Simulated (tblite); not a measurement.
# C4H11Si2: the cost of one run

Computed with tblite 0.8.0 and PySCF 2.14.0, with density-fitted response routines of our own, on a single molecule in the gas phase. Atoms count from 0, in the outputs and in this text.

### Step 1. The molecule as given

17 atoms, charge 0, multiplicity 2; geometry from: force field or distance geometry start.

Bonds of the start (Å): C0–C1 1.32, C1–Si2 1.86, Si2–C3 1.88, C3–C4 1.55, C4–Si5 1.88, C0–H6 1.09, C0–H7 1.08, Si2–H8 1.48, Si2–H9 1.49, C3–H10 1.09, C3–H11 1.10, C4–H12 1.10, C4–H13 1.09, Si5–H14 1.49, Si5–H15 1.49, Si5–H16 1.48.

### Step 2. Optimising the geometry with GFN2-xTB

The job: settings as JSON, then the geometry in Å.

```
{"job": {"kind": "relax", "xc": "GFN2-xTB", "basis": "xTB"}, "charge": 0, "multiplicity": 2}
C      3.206100     0.337600     0.735800
C      2.219600     0.309400    -0.134000
Si     0.824800     0.253600    -1.362500
C     -0.479100    -1.019700    -0.897600
C     -1.091000    -0.945300     0.527100
Si    -2.318200     0.436200     0.855500
H      3.334700     1.203200     1.380100
H      3.905600    -0.477900     0.819900
H      1.350700    -0.074400    -2.711300
H      0.168700     1.590800    -1.439500
H     -1.277100    -1.010700    -1.645500
H      0.006100    -2.008800    -0.980400
H     -1.631400    -1.882000     0.712500
H     -0.289900    -0.897400     1.270100
H     -2.889400     0.291800     2.220700
H     -1.638300     1.754500     0.777400
H     -3.408600     0.391100    -0.138200
```

Run with:

```sh
> OMP_NUM_THREADS=1 python probes_run.py task.json out
```

The driver reads the jobs from task.json and runs them one after another.

Q: Estimate the wall time of this first job on 1 thread of Intel Xeon at 2.50GHz, shared host.

About 2.7 s.
